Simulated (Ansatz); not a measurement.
# H16CO7: the cost of one run

All numbers below are computed with Ansatz 0.2.0 (DFT PBEsol, plane waves, PAW, scalar-relativistic, no spin polarisation).

### 1 The system as given

The cell holds 24 atoms (CH16O7): a = 5.825 Å, b = 5.825 Å, c = 5.825 Å, α = 90.00°, β = 90.00°, γ = 90.00°.

The coordinates stand in the first input below.

### 2 Preparing the start

input.yaml

```yaml
crystal:
  lattice:
    - [5.824549, 0.0, 0.0]
    - [0.0, 5.824549, 0.0]
    - [0.0, 0.0, 5.824549]
  atoms:
    - { symbol: O, position: [0.7576493, 0.8805583, 0.6762474] }
    - { symbol: H, position: [0.8457835, 0.7419943, 0.702416] }
    - { symbol: H, position: [0.8674384, 0.9860381, 0.6093686] }
    - { symbol: O, position: [0.6940837, 0.3779488, 0.9598846] }
    - { symbol: H, position: [0.8414978, 0.3981472, 1.0341376] }
    - { symbol: H, position: [0.6504498, 0.5318741, 0.9145471] }
    - { symbol: O, position: [0.3774679, 0.5460987, 0.5207581] }
    - { symbol: H, position: [0.4330543, 0.4533188, 0.3944472] }
    - { symbol: H, position: [0.4442633, 0.6958539, 0.4931145] }
    - { symbol: O, position: [0.0950299, 0.7253114, 0.2581627] }
    - { symbol: H, position: [-0.0043396, 0.8456216, 0.2006862] }
    - { symbol: H, position: [0.1127373, 0.7614179, 0.4195169] }
    - { symbol: O, position: [0.5006819, 0.9887012, 0.2573008] }
    - { symbol: H, position: [0.3389197, 0.9914445, 0.2957437] }
    - { symbol: H, position: [0.502998, 1.0052361, 0.091851] }
    - { symbol: O, position: [0.2913594, 0.1430588, 0.7820131] }
    - { symbol: H, position: [0.2178342, 0.1872096, 0.639545] }
    - { symbol: H, position: [0.3303241, 0.2879287, 0.8537549] }
    - { symbol: C, position: [0.2360505, 0.7514352, 0.9289927] }
    - { symbol: O, position: [0.0797699, 0.5661458, 0.9594375] }
    - { symbol: H, position: [0.1709817, 0.892557, 1.0331184] }
    - { symbol: H, position: [0.1352068, 0.4386894, 0.8676984] }
    - { symbol: H, position: [0.4097325, 0.7087906, 0.9879086] }
    - { symbol: H, position: [0.2450648, 0.8085541, 0.7497967] }
basis:
  ecutwfc: 420.0
kpoints:
  mp_grid: { grid: [1, 1, 1] }
hamiltonian:
  xc: pbesol
scf:
  occupations: { method: fermi_dirac, width: 0.02 }
  lower_state_search: "off"
relax:
  f_tol: 0.3
  max_steps: 15
  adjacent_minimum: "off"
```

On the command line:

```
$ ansatz run input.yaml --threads 1 --pin off --max-ram 3072MiB --backend cpu --events-out ev --progress --plain --runs-dir out
```

**Question.** How long does this run take on 1 thread of Arm Neoverse V1, shared host, and how much memory does it need?

About 19 s, with a peak of 0.31 GiB.
